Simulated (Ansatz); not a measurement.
**GeH2O2 (SMILES [OH][Ge][OH]) at B2PLYP/def2-SVPD**

Aim: the electronic atomisation energy of GeH2O2 at B2PLYP/def2-SVPD, from 4 runs. 

Program for the calculation: Ansatz 0.2.0.

51 further runs of the same task are left out: 51 set aside as unsound or not needed.

## (1) The structure to begin with

GeH2O2 has 5 atoms, charge 0, and is taken as a singlet. As SMILES, `[OH][Ge][OH]`. The shape is that of a PBE0-D4/def2-TZVP optimisation. This is one conformer, not always the lowest.

Bond lengths: O1–Ge2 1.790 Å, Ge2–O3 1.790 Å, O1–H4 0.961 Å, O3–H5 0.961 Å. Angles: O1–Ge2–O3 102.4°, Ge2–O1–H4 118.8°, Ge2–O3–H5 118.8°.

## (2) The energy at B2PLYP/def2-SVPD

The input, run.yaml:

```yaml
crystal:
  periodic: [false, false, false]
  atoms:
    - {symbol: O, position_ang: [-1.341000, -0.099500, -0.377400]}
    - {symbol: Ge, position_ang: [-0.316400, -0.895800, 0.855300]}
    - {symbol: O, position_ang: [1.281900, -0.142300, 0.570200]}
    - {symbol: H, position_ang: [-0.940900, 0.550800, -0.961500]}
    - {symbol: H, position_ang: [1.366400, 0.513200, -0.127900]}
basis:
  gaussian:
    orbitals: def2-SVPD
correlation:
  frozen_orbitals: {Ge: 9, H: 0, O: 1}
accuracy: high
output: {orbitals: {seedname: orbitals}}
hamiltonian:
  xc: {name: B2PLYP}
```

Launch:

```sh
$ ansatz run run.yaml --threads 1 --pin off --max-ram 3480MiB --events-out events.jsonl --progress --plain --runs-dir runs
```

Output:

```text
Warning: RAYON_NUM_THREADS=1 ignored (pool sized by the plan → 1); use --threads N
Functional definition: B2PLYP
  name "B2PLYP"
  parameter a = 0.53
  parameter c = 0.27
  exchange = (1 - a)*b88_x + a*exact_x
  correlation = (1 - c)*lyp_c + c*(mp2_os + mp2_ss)
1915 factors; integrals over basis functions are off by at most 4.2e-9 eV
mean field evaluation 1: about -60609.7811 eV, gradient 6.4e1 eV
mean field evaluation 2: about -60609.9084 eV, gradient 6.4e1 eV
mean field evaluation 4: about -60617.2676 eV, gradient 3.1e0 eV
mean field evaluation 8: about -60617.3125 eV, gradient 3.0e-1 eV
mean field evaluation 16: about -60617.3126 eV, gradient 2.1e-5 eV
mean field -60617.31263516 eV, -2227.6451514517 hartree, gradient 1.6e-8 eV, S^2 0.000000; 0 other end points of the search recorded, 0 dependent functions left out
11 core orbitals not correlated: weight in the atoms' cores, before any rotation towards them, 1.000 or more for the frozen orbitals, at most 0.000 for the correlated occupied ones
reference -60617.31265588 eV, -2227.6451522132 hartree; 14, 14 occupied and 75, 75 virtual orbitals, 1915 factors
second order -20.73618965 eV of doubles, -0.00000000 eV of singles
Total energy: -60622.91142708 eV, -2227.8509032600 hartree
```

It took 6 s on 1 thread of Intel Xeon 6975P-C (Granite Rapids), shared host; peak memory 0.33 GiB.

## (3) The Ge atom at the same level

The input, in.yaml:

```yaml
basis:
  gaussian:
    orbitals: def2-SVPD
crystal:
  periodic: [false, false, false]
  atoms:
    - {symbol: Ge, position_ang: [0.000000, 0.000000, 0.000000]}
magnetization:
  spin_polarized: true
  initial_magnetization: 2
hamiltonian:
  xc: {name: B2PLYP}
correlation:
  frozen_orbitals: {Ge: 9}
accuracy: high
```

Run the same way, it converges to -2076.28650 Eh (log not shown).

## (4) The H atom, same level

The input, molecule.yaml:

```yaml
crystal:
  periodic: [false, false, false]
  atoms:
    - {symbol: H, position_ang: [0.000000, 0.000000, 0.000000]}
basis:
  gaussian: {orbitals: def2-SVPD}
total_charge: 0
magnetization: {spin_polarized: true, initial_magnetization: 1}
hamiltonian: {xc: {name: B2PLYP}}
correlation: {frozen_orbitals: {H: 0}}
accuracy: high
```

Run the same way, it converges to -0.49793 Eh (log not shown).

## (5) The O atom, same level

The input, run.yaml:

```yaml
crystal:
  periodic: [false, false, false]
  atoms:
    - symbol: O
      position_ang: [0.000000, 0.000000, 0.000000]
basis:
  gaussian: {orbitals: def2-SVPD}
magnetization: {spin_polarized: true, initial_magnetization: 2}
hamiltonian: {xc: {name: B2PLYP}}
correlation: {frozen_orbitals: {O: 1}}
accuracy: high
```

Run the same way, it converges to -74.95314 Eh (log not shown).

## (6) Outcome

At B2PLYP/def2-SVPD, 11 core orbitals frozen:

| quantity | value |
| --- | --- |
| molecule: total energy | -2227.85090 Eh |
| molecule: HOMO energy (SCF part's orbitals) | -9.00 eV |
| molecule: LUMO energy (SCF part's orbitals) | -0.54 eV |
| molecule: HOMO–LUMO gap (SCF part's orbitals) | 8.46 eV |
| Ge atom: total energy | -2076.28650 Eh |
| Ge atom: ⟨S²⟩ | 2.005 |
| H atom: total energy | -0.49793 Eh |
| H atom: ⟨S²⟩ | 0.750 |
| O atom: total energy | -74.95314 Eh |
| O atom: ⟨S²⟩ | 2.005 |
| electronic atomisation energy | 18.021 eV |

What this shows: Taking the molecule apart into free atoms costs 18.02 eV (1739 kJ/mol), before zero-point energy and without spin-orbit coupling.
